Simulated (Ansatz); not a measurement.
# C7H12: up Jacob's ladder to CCSD(T)

One table from this session's results is given with a row withheld; the runs are named, their logs left out.

Program: Ansatz 0.2.0, Gaussian basis. Level of theory: functionals in def2-TZVPP, the program's frozen cores in correlated methods. These are calculated values, not measurements.

Plan: LDA (SPW92), PBE-D4, revPBE-D4, BLYP-D4, r2SCAN-D4, B97M-V, PBE0-D4, B3LYP-D4, r2SCANh-D4, r2SCAN0-D4, HSE06-D4, BHLYP-D4, CAM-B3LYP-D4, LC-ωPBE, ωB97X-V, ωB97M-V, B2PLYP, PBE-QIDH; CCSD(T)/def2-SVP; CCSD(T)/def2-TZVPP; MP2/def2-QZVPP; extrapolation to the limit; RPA on PBE.

**The relaxed structure**

An earlier PBE0-D4 in a triple-zeta def2 set relaxation fixed the geometry.

SMILES `CC1=C(C)CCC1`, 19 atoms, charge 0, spin multiplicity 1.

Atoms are counted from 1 here; the program's logs count them from 0.

Bond lengths: C1–C2 1.487 Å, C1–H8 1.096 Å, C1–H9 1.095 Å, C1–H10 1.091 Å, C2–C3 1.336 Å, C2–C7 1.505 Å, C3–C4 1.487 Å, C3–C5 1.505 Å, C4–H11 1.095 Å, C4–H12 1.096 Å, C4–H13 1.090 Å, C5–C6 1.533 Å, C5–H14 1.095 Å, C5–H15 1.099 Å, C6–C7 1.533 Å, C6–H16 1.092 Å, C6–H17 1.093 Å, C7–H18 1.099 Å and more. Angles: C2–C1–H8 110.7°, C2–C1–H9 110.9°, C2–C1–H10 112.7°, H8–C1–H9 106.4°, H8–C1–H10 107.9°, H9–C1–H10 108.0°, C1–C2–C3 128.4°, C1–C2–C7 120.3°, C3–C2–C7 111.3°, C2–C3–C4 128.4°, C2–C3–C5 111.3°, C4–C3–C5 120.3°, C3–C4–H11 110.9°, C3–C4–H12 110.7°, C3–C4–H13 112.7°, H11–C4–H12 106.4°, H11–C4–H13 108.0°, H12–C4–H13 107.9° and more.

Set-up of the first run:

The input, in.yaml:

```yaml
crystal:
  periodic: [false, false, false]
  atoms:
    - {symbol: C, position_ang: [1.938112, 0.517255, 0.838311]}
    - {symbol: C, position_ang: [0.526439, 0.279872, 0.437011]}
    - {symbol: C, position_ang: [0.066254, -0.437640, -0.592037]}
    - {symbol: C, position_ang: [0.842431, -1.191711, -1.611432]}
    - {symbol: C, position_ang: [-1.438020, -0.477546, -0.601090]}
    - {symbol: C, position_ang: [-1.836976, 0.625525, 0.385270]}
    - {symbol: C, position_ang: [-0.601463, 0.827084, 1.269402]}
    - {symbol: H, position_ang: [2.123858, 0.135268, 1.848555]}
    - {symbol: H, position_ang: [2.161256, 1.589306, 0.866932]}
    - {symbol: H, position_ang: [2.652234, 0.042884, 0.164369]}
    - {symbol: H, position_ang: [0.601460, -0.844049, -2.621851]}
    - {symbol: H, position_ang: [0.589050, -2.257529, -1.582088]}
    - {symbol: H, position_ang: [1.920074, -1.099748, -1.472097]}
    - {symbol: H, position_ang: [-1.856150, -0.320865, -1.601075]}
    - {symbol: H, position_ang: [-1.789218, -1.466885, -0.275796]}
    - {symbol: H, position_ang: [-2.737513, 0.387283, 0.954181]}
    - {symbol: H, position_ang: [-2.037886, 1.546904, -0.167515]}
    - {symbol: H, position_ang: [-0.675914, 0.269400, 2.213544]}
    - {symbol: H, position_ang: [-0.448029, 1.875195, 1.547395]}
basis:
  gaussian: {orbitals: def2-TZVPP}
hamiltonian: {xc: lda}
output: {orbitals: {seedname: orbitals}}
```

Launch:

```console
$ ansatz run in.yaml --threads 2 --pin off --events-out ev --progress --plain --max-ram 32768MiB --backend cuda --devices 0, --max-vram 18GiB
```

Steps of the session up to this table: LDA; PBE-D4 (GGA); revPBE-D4 (GGA); BLYP-D4 (GGA); r2SCAN-D4 (meta-GGA); B97M-V (meta-GGA); PBE0-D4 (hybrid); B3LYP-D4 (hybrid); r2SCANh-D4 (hybrid); r2SCAN0-D4 (hybrid); HSE06-D4 (hybrid); BHLYP-D4 (hybrid); CAM-B3LYP-D4 (range-separated); LC-ωPBE (range-separated); ωB97X-V (range-separated); ωB97M-V (range-separated); B2PLYP (double hybrid); PBE-QIDH (double hybrid).

One table of the session follows, with a row left open; its other results are not shown here.

It belongs to the step «Orbital energies across the functionals». 

```
  functional  HOMO (eV)  LUMO (eV)  gap (eV)
 LDA (SPW92)      -5.28      -0.23      5.05
      PBE-D4      -5.18      -0.06      5.11
   revPBE-D4          ?          ?         ?
     BLYP-D4      -5.05       0.06      5.11
   r2SCAN-D4      -5.32       0.21      5.53
      B97M-V      -5.39       0.23      5.62
     PBE0-D4      -6.24       0.96      7.20
    B3LYP-D4      -6.06       0.72      6.78
  r2SCANh-D4      -5.73       0.58      6.30
  r2SCAN0-D4      -6.34       1.12      7.46
    HSE06-D4      -5.85       0.58      6.42
    BHLYP-D4      -7.20       1.77      8.97
CAM-B3LYP-D4      -7.53       1.94      9.47
     LC-ωPBE      -8.84       3.24     12.07
     ωB97X-V      -8.50       3.02     11.52
     ωB97M-V      -8.42       2.60     11.02
```

Q: Estimate the row for revPBE-D4 from the others.

**Answer.** HOMO (eV): -5.13; LUMO (eV): 0.00; gap (eV): 5.13. In the column «HOMO (eV)» it lies between PBE-D4 (-5.18) and BLYP-D4 (-5.05).
